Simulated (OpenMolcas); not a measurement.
# Ru³⁺ among point charges: CASSCF and CASPT2 levels and susceptibility

How does a field of 4 point charges split the states of Ru³⁺, and what χT follows?

Method: state-averaged CASSCF and CASPT2, spin-orbit coupling by RASSI with atomic mean-field integrals. Code: OpenMolcas 26.06.

## (1) What is computed

```
Species                           : Ru³⁺ (ruthenium, Z = 44, 41 electrons)
Basis                             : ANO-RCC-VDZP [6s5p3d1f], 43 functions
Scalar Hamiltonian                : DKH2, point nucleus
Inactive shells                   : 1s 2s 2p 3s 3p 3d 4s 4p
Active space                      : 5 electrons in 5 orbitals (4d)
Some configurations of this space : 4d⁵
Orbitals                          : optimised for each spin and parity, averaged over all roots
```

Outer shells as boxes (Hund's rule):

4d5
```
4d [↑ ][↑ ][↑ ][↑ ][↑ ]
```

The ion sits among 4 point charges of -2 e arranged as a tetrahedron (Td), 2.09 Å from the ion.

Each step is its own input file, run in one work folder so that later steps find the files of earlier ones. Labels, J, g values, rates, χT and fits are worked out afterwards by a script from the matrices that RASSI stores.

## (2) One- and two-electron integrals

Input file a.inp:

```
&GATEWAY
Coord
1

Ru 0.0 0.0 0.0
Basis=ANO-RCC-VDZP
Group=NoSym
NoMove
AngMom=0.0 0.0 0.0
AMFI
XField
4 Angstrom 0
1.206662 1.206662 1.206662 -2.000000
1.206662 -1.206662 -1.206662 -2.000000
-1.206662 1.206662 -1.206662 -2.000000
-1.206662 -1.206662 1.206662 -2.000000
&SEWARD
```

Launch:

```sh
$ OMP_NUM_THREADS=1 MOLCAS_MEM=1689 MOLCAS_PROJECT=a pymolcas a.inp > a.log
```

Log:

```text
Basis set label: RU.ANO-RCC...6S5P3D1F.

      Electronic valence basis set:
      ------------------
      Associated Effective Charge  44.000000 au
      Associated Actual Charge     44.000000 au
      Nuclear Model: Point charge

      Shell  nPrim  nBasis  Cartesian Spherical Contaminant
         s      21       6        X
         p      18       5        X
         d      13       3                 X
         f       6       1                 X
                  Relativistic Douglas-Kroll-Hess integrals:
                    - DKH order of Hamiltonian: 2
                    - DKH order of Properties : 0
                  Atomic mean-field integrals
```

## (3) CASSCF: sextets, 1 root

Input file a.inp:

```
&RASSCF
FileOrb=start.orb
Symmetry=1
Spin=6
nActEl=5 0 0
Inactive=18
Ras2=5
CIRoot=1 1 1
SDav=1
CIMx=300
Iter=120 100
PrWF=0.3
OrbListing=Nothing
MaxOrb=0
>>> COPY $Project.JobIph JOB001
```

start.orb holds the contracted functions of the basis, ordered by shell, or the orbitals of the step before.

Log, cut to the lines that bear on the results:

```text
[...]
      Number of active orbitals                  5
[...]
      Spin quantum number                      2.5
[...]
      Active orbitals                            5
[...]
      Number of CSFs                             1
      Number of root(s) required                 1
[...]
      Convergence after  9 iterations
[...]
      Natural orbitals and occupation numbers for root  1
      sym 1:   1.000000   1.000000   1.000000   1.000000   1.000000
::    RASSCF root number  1 Total energy:  -4531.66989055
```

## (4) CASSCF: quartets, 24 roots

Input file a.inp:

```
&RASSCF
FileOrb=start.orb
Symmetry=1
Spin=4
nActEl=5 0 0
Inactive=18
Ras2=5
CIRoot=24 24 1
SDav=24
CIMx=300
Iter=120 100
PrWF=0.3
OrbListing=Nothing
MaxOrb=0
>>> COPY $Project.JobIph JOB002
```

Log, cut to the lines that bear on the results:

```text
[...]
      Number of active orbitals                  5
[...]
      Spin quantum number                      1.5
[...]
      Active orbitals                            5
[...]
      Number of CSFs                            24
      Number of root(s) required                24
[...]
      Convergence after  7 iterations
[...]
      Natural orbitals and occupation numbers for root  1
      sym 1:   1.496814   0.513256   0.750239   0.994154   1.245538
      Natural orbitals and occupation numbers for root  2
      sym 1:   1.550855   0.807298   0.985155   0.465391   1.191302
      Natural orbitals and occupation numbers for root  3
      sym 1:   0.345812   0.986073   1.081126   0.927717   1.659272
::    RASSCF root number  1 Total energy:  -4531.55270032
::    RASSCF root number  2 Total energy:  -4531.55270032
::    RASSCF root number  3 Total energy:  -4531.55270032
[...]
::    RASSCF root number 21 Total energy:  -4531.46480282
::    RASSCF root number 22 Total energy:  -4531.46320389
::    RASSCF root number 23 Total energy:  -4531.46320389
::    RASSCF root number 24 Total energy:  -4531.46320389
```

## (5) Reference wave functions, doublets, 75 roots

Input file a.inp:

```
&RASSCF
FileOrb=start.orb
Symmetry=1
Spin=2
nActEl=5 0 0
Inactive=18
Ras2=5
CIRoot=75 75 1
SDav=75
CIMx=300
Iter=120 100
PrWF=0.3
OrbListing=Nothing
MaxOrb=0
>>> COPY $Project.JobIph JOB003
```

Log, cut to the lines that bear on the results:

```text
[...]
      Number of active orbitals                  5
[...]
      Spin quantum number                      0.5
[...]
      Active orbitals                            5
[...]
      Number of CSFs                            75
      Number of root(s) required                75
[...]
      Convergence after  7 iterations
[...]
      Natural orbitals and occupation numbers for root  1
      sym 1:   1.633252   1.603011   0.383588   0.981695   0.398454
      Natural orbitals and occupation numbers for root  2
      sym 1:   1.629249   0.386471   1.613032   0.378867   0.992380
      Natural orbitals and occupation numbers for root  3
      sym 1:   1.628765   0.984662   1.609486   0.380833   0.396254
::    RASSCF root number  1 Total energy:  -4531.50196819
::    RASSCF root number  2 Total energy:  -4531.50196819
::    RASSCF root number  3 Total energy:  -4531.50196819
[...]
::    RASSCF root number 27 Total energy:  -4531.45523949
::    RASSCF root number 28 Total energy:  -4531.45523949
::    RASSCF root number 29 Total energy:  -4531.45383608
::    RASSCF root number 30 Total energy:  -4531.45383608
```

## (6) RASSI: spin-orbit coupling between the states

Input file a.inp:

```
&RASSI
NrOfJobIphs=3 1 24 75
1
1 2 3 4 5 6 7 8 9 10 11 12 13 14 15 16 17 18 19 20 21 22 23 24
1 2 3 4 5 6 7 8 9 10 11 12 13 14 15 16 17 18 19 20 21 22 23 24 25 26 27
28 29 30 31 32 33 34 35 36 37 38 39 40 41 42 43 44 45 46 47 48 49 50 51
52 53 54 55 56 57 58 59 60 61 62 63 64 65 66 67 68 69 70 71 72 73 74 75
IphNames
JOB001
JOB002
JOB003
EJob
SpinOrbit
DIPRint=1.0
SOCoupling=1000.0
Subsets=2
Property=9
'ANGMOM' 1 'ANGMOM' 2 'ANGMOM' 3 'MLTPL  1' 1 'MLTPL  1' 2 'MLTPL  1' 3
'AMFI' 1 'AMFI' 2 'AMFI' 3
SOProperty=3
'ANGMOM' 1 'ANGMOM' 2 'ANGMOM' 3
```

Log:

```text
SPIN-FREE ENERGIES:
  (Shifted by EMIN (a.u.) =      -4531.6698905496)

 SF State       Relative EMIN(au)   Rel lowest level(eV)    D:o, cm**(-1)      L_eff

     1             0.0000000000        0.0000000000              0.0000         0.0
     2             0.1171902286        3.1889085750          25720.2822         3.6
     3             0.1171902286        3.1889085750          25720.2822         3.6
     4             0.1171902286        3.1889085750          25720.2822         3.6
     5             0.1217908220        3.3140970979          26729.9958         4.0
     6             0.1217908220        3.3140970979          26729.9958         4.0
     7             0.1217908220        3.3140970979          26729.9958         4.0
     8             0.1227324304        3.3397195690          26936.6549         4.0
     9             0.1232260009        3.3531503068          27044.9811         4.0
    10             0.1232260009        3.3531503068          27044.9811         4.0
    11             0.1489130274        4.0521299063          32682.6318         1.8
    12             0.1489130274        4.0521299063          32682.6318         1.8
    13             0.1489130274        4.0521299063          32682.6318         1.8
    14             0.1493133889        4.0630242962          32770.5010         2.0
    15             0.1493133889        4.0630242962          32770.5010         2.0
    16             0.1493133889        4.0630242962          32770.5010         2.0
    17             0.1515862955        4.1248732372          33269.3463         2.0
    18             0.1515862955        4.1248732372          33269.3463         2.0
    26             0.1679223635        4.5694002924          36854.6988         5.6
    27             0.1679223635        4.5694002924          36854.6988         5.6
    28             0.1679223635        4.5694002924          36854.6988         5.6
    29             0.1715259231        4.6674581434          37645.5887         5.7
    30             0.1720244943        4.6810249582          37755.0125         5.8
    31             0.1720244943        4.6810249582          37755.0125         5.8
    32             0.1720244943        4.6810249582          37755.0125         5.8
    33             0.1741339859        4.7384271494          38217.9924         5.8
    34             0.1741339859        4.7384271494          38217.9924         5.8
    35             0.1741339859        4.7384271494          38217.9924         5.8
    36             0.1753197089        4.7706923159          38478.2285         5.9
    37             0.1753197089        4.7706923159          38478.2285         5.9
    38             0.1758009949        4.7837887737          38583.8585         6.0
    39             0.1908855212        5.1942596450          41894.5294         3.2
    40             0.1908855212        5.1942596450          41894.5294         3.2
    41             0.1908855212        5.1942596450          41894.5294         3.2
    42             0.1976185499        5.3774746904          43372.2584         2.7
    43             0.1976185499        5.3774746904          43372.2584         2.7
    44             0.2029930529        5.5237223667          44551.8254         3.3
    45             0.2029930529        5.5237223667          44551.8254         3.3
    46             0.2029930529        5.5237223667          44551.8254         3.3
    19             0.2032334601        5.5302641797          44604.5887         3.0
Eigenvalues of complex Hamiltonian:
   -----------------------------------
  (Shifted by EMIN (a.u.) =      -4531.6698905496)

 SO State       Relative EMIN(au)   Rel lowest level(eV)    D:o, cm**(-1)     J-value

     1            -0.0010718174        0.0000000000              0.0000         2.0
     2            -0.0010718174        0.0000000000              0.0000         2.0
     3            -0.0010717688        0.0000013218              0.0107         1.7
     4            -0.0010717688        0.0000013218              0.0107         1.9
     5            -0.0010717688        0.0000013218              0.0107         2.1
     6            -0.0010717688        0.0000013218              0.0107         2.1
     7             0.1150880765        3.1608717405          25494.1499         2.2
     8             0.1150880765        3.1608717405          25494.1499         3.3
     9             0.1150880765        3.1608717405          25494.1499         2.2
    10             0.1150880765        3.1608717405          25494.1499         3.4
    11             0.1157337936        3.1784425963          25635.8684         2.9
    12             0.1157337936        3.1784425963          25635.8684         2.9
    13             0.1158161436        3.1806834539          25653.9421         3.3
    14             0.1158161436        3.1806834539          25653.9421         3.3
    15             0.1160837489        3.1879653653          25712.6747         3.4
    16             0.1160837489        3.1879653653          25712.6747         2.9
    17             0.1160837489        3.1879653653          25712.6747         2.9
    18             0.1160837489        3.1879653653          25712.6747         3.4
    19             0.1201850267        3.2995668190          26612.8012         3.8
    20             0.1201850267        3.2995668190          26612.8012         3.8
    21             0.1203033696        3.3027870932          26638.7744         3.4
    22             0.1203033696        3.3027870932          26638.7744         4.3
    23             0.1203033696        3.3027870932          26638.7744         4.4
    24             0.1203033696        3.3027870932          26638.7744         3.5
    25             0.1207229240        3.3142037500          26730.8560         2.3
    26             0.1207229240        3.3142037500          26730.8560         2.3
    27             0.1207640693        3.3153233713          26739.8863         3.3
    28             0.1207640693        3.3153233713          26739.8863         3.2
    29             0.1207640693        3.3153233713          26739.8863         3.2
    30             0.1207640693        3.3153233713          26739.8863         3.3
    31             0.1215991182        3.3380462112          26923.1584         3.3
    32             0.1215991182        3.3380462112          26923.1584         3.9
    33             0.1215991182        3.3380462112          26923.1584         3.9
    34             0.1215991182        3.3380462112          26923.1584         3.3
    35             0.1221488497        3.3530051658          27043.8105         3.5
    36             0.1221488497        3.3530051658          27043.8105         3.5
    37             0.1222968375        3.3570321205          27076.2901         3.8
    38             0.1222968375        3.3570321205          27076.2901         3.8
    39             0.1224916299        3.3623326913          27119.0421         3.2
    40             0.1224916299        3.3623326913          27119.0421         4.1
    41             0.1224916299        3.3623326913          27119.0421         4.1
Weights of the five most important spin-orbit-free states for each spin-orbit state.

 SO State  Total energy (au)           Spin-free states, spin, and weights
 -------------------------------------------------------------------------------------------------------
    1        -0.001072       1 2.5  0.9924   12 1.5  0.0019   13 1.5  0.0019   11 1.5  0.0019    3 1.5  0.0006
    2        -0.001072       1 2.5  0.9924   12 1.5  0.0019   11 1.5  0.0019   13 1.5  0.0019    3 1.5  0.0006
    3        -0.001072       1 2.5  0.9924   12 1.5  0.0024   11 1.5  0.0020   13 1.5  0.0013    2 1.5  0.0008
    4        -0.001072       1 2.5  0.9924   12 1.5  0.0023   11 1.5  0.0018   13 1.5  0.0015    3 1.5  0.0007
    5        -0.001072       1 2.5  0.9924   13 1.5  0.0022   12 1.5  0.0020   11 1.5  0.0015    4 1.5  0.0008
    6        -0.001072       1 2.5  0.9924   13 1.5  0.0025   11 1.5  0.0023   12 1.5  0.0009    4 1.5  0.0008
    7         0.115088       4 1.5  0.5495    2 1.5  0.2286    3 1.5  0.1528    7 1.5  0.0083    8 1.5  0.0080
    8         0.115088       3 1.5  0.4623    2 1.5  0.3975    4 1.5  0.0712    8 1.5  0.0080    6 1.5  0.0076
    9         0.115088       4 1.5  0.5568    2 1.5  0.1938    3 1.5  0.1804    7 1.5  0.0089    8 1.5  0.0080
   10         0.115088       3 1.5  0.4458    2 1.5  0.4215    4 1.5  0.0637    6 1.5  0.0084    8 1.5  0.0080
   11         0.115734       2 1.5  0.3279    4 1.5  0.3279    3 1.5  0.3279    5 1.5  0.0012    7 1.5  0.0012
   12         0.115734       4 1.5  0.3279    2 1.5  0.3279    3 1.5  0.3279    7 1.5  0.0012    5 1.5  0.0012
```

Time for these steps: 22 s (1 thread, shared host).

Spin-free states, with their symmetry labels:

| state | degeneracy | E (cm-1) | free-ion L (%) |
| --- | --- | --- | --- |
| 6A1 | 1 | 0 | S (100) |
| 4T1 | 3 | 25720 | G (82) |
| 4T2 | 3 | 26730 | G (99) |
| 4A1 | 1 | 26937 | G (100) |
| 4E | 2 | 27045 | G (100) |
| 4T1 | 3 | 32683 | P (83) |
| 4T2 | 3 | 32771 | D (97) |
| 4E | 2 | 33269 | D (100) |
| 2T2 | 3 | 36855 | I (78) |
| 2A2 | 1 | 37646 | I (88) |
| 2T1 | 3 | 37755 | I (91) |
| 2T2 | 3 | 38218 | I (94) |
| 2E | 2 | 38478 | I (97) |
| 2A1 | 1 | 38584 | I (100) |
| 2T2 | 3 | 41895 | D (57) |
| 2E | 2 | 43372 | D (83) |
| 2T1 | 3 | 44552 | F (82) |
| 4A2 | 1 | 44605 | F (100) |
| 4T1 | 3 | 45012 | F (99) |
| 4T2 | 3 | 45362 | F (96) |
| 2A2 | 1 | 45478 | F (88) |
| 2T2 | 3 | 45609 | F (40) |
| 2T1 | 3 | 47110 | H (80) |
| 2E | 2 | 47418 | G (49) |

With spin-orbit coupling:

```csv
E (cm-1),Degeneracy,Label,2S+1,g
0.0,6,,6,
25494,4,Γ8,4,
25636,2,Γ6,4,2.60 2.60 2.60
25654,2,Γ7,4,2.47 2.47 2.47
25713,4,Γ8,4,
26613,2,Γ6,4,2.52 2.52 2.52
26639,4,Γ8,4,
26731,2,Γ7,4,
26740,4,Γ8,4,
26923,4,Γ8,4,
27044,2,Γ7,4,0.24 0.24 0.24
27076,2,Γ6,4,2.75 2.75 2.75
27119,4,Γ8,4,
31075,2,Γ7,4,1.96 1.96 1.96
31091,4,Γ8,4,
31420,4,Γ8,4,
32103,2,Γ6,4,1.65 1.65 1.65
32340,2,Γ7,4,3.83 3.83 3.83
32935,4,Γ8,4,
33307,2,Γ6,4,3.25 3.25 3.25
33821,2,Γ6,4,0.96 0.96 0.96
34323,4,Γ8,4,
34426,4,Γ8,4,
34477,2,Γ7,4,2.46 2.46 2.46
```

The table of states holds 24 of 43 computed; the rest, higher up, is left out. Principal g values are given for doublets only; a zero marks a field direction without first-order Zeeman splitting.

Powder χT (cm³ K/mol): 4.37 at 2 K, 4.37 at 5 K, 4.37 at 10 K, 4.37 at 20 K, 4.37 at 50 K, 4.37 at 100 K, 4.37 at 150 K, 4.37 at 200 K, 4.37 at 250 K, 4.37 at 300 K.

A ligand-field fit to the states below 45000 cm-1 gives 10Dq = -2943 cm-1, B = 886 cm-1 and C = 3599 cm-1 (C/B = 4.06), with a deviation of 62 cm-1.

(Part 1 of 2 ends here.)
